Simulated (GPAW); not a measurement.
TiPd:

```
Pd Ti
1.0
     2.81471    0.00000    0.00000
     0.00000    2.81471    0.00000
     0.00000    0.00000    3.86576
Pd Ti
1 1
Direct
  0.50000 0.50000 0.50000
  0.00000 0.00000 0.00000
```

The cell comes from a database or a generator and needn't be the stable form of this composition.

- Program: GPAW 26.7.0
- Task: relaxation of cell and atoms
- Functional: PBE
- Potentials or basis: GPAW PAW data sets (gpaw-data 1.2.1)
- Cutoff: 600 eV
- Basis: pw
- k mesh: 7 × 7 × 5
- Occupations: fermi-dirac, width 0.05 eV
- Spin: no spin polarisation

At the start: pressure 3.4 GPa; volume 15.31 Å³/atom.

Problem. How do energy, volume and symmetry change on relaxing?

Solution. Over 3 steps the energy falls by 4.3 meV/atom and the volume is 15.62 Å³/atom (+2.0 %); space group P4/mmm (No. 123, to 0.05 Å).

The path:
| step | energy change (eV) | largest force (eV/Å) | pressure (GPa) | volume (Å³) |
| --- | --- | --- | --- | --- |
| 1 | 0.0000 | 0.0000 | 3.36 | 30.63 |
| 2 | -0.0044 | 0.0000 | 2.19 | 30.84 |
| 3 | -0.0086 | 0.0000 | 0.05 | 31.25 |

Final structure:
```cif
data_structure
_symmetry_space_group_name_H-M 'P 1'
_symmetry_Int_Tables_number 1
_cell_length_a 2.8339
_cell_length_b 2.8339
_cell_length_c 3.8908
_cell_angle_alpha 90.000
_cell_angle_beta 90.000
_cell_angle_gamma 90.000
_cell_volume 31.25
loop_
_atom_site_label
_atom_site_type_symbol
_atom_site_fract_x
_atom_site_fract_y
_atom_site_fract_z
_atom_site_occupancy
Pd1 Pd 0.50000 0.50000 0.50000 1
Ti1 Ti 0.00000 0.00000 0.00000 1
```

Caveat: later steps reuse the first step's grids.
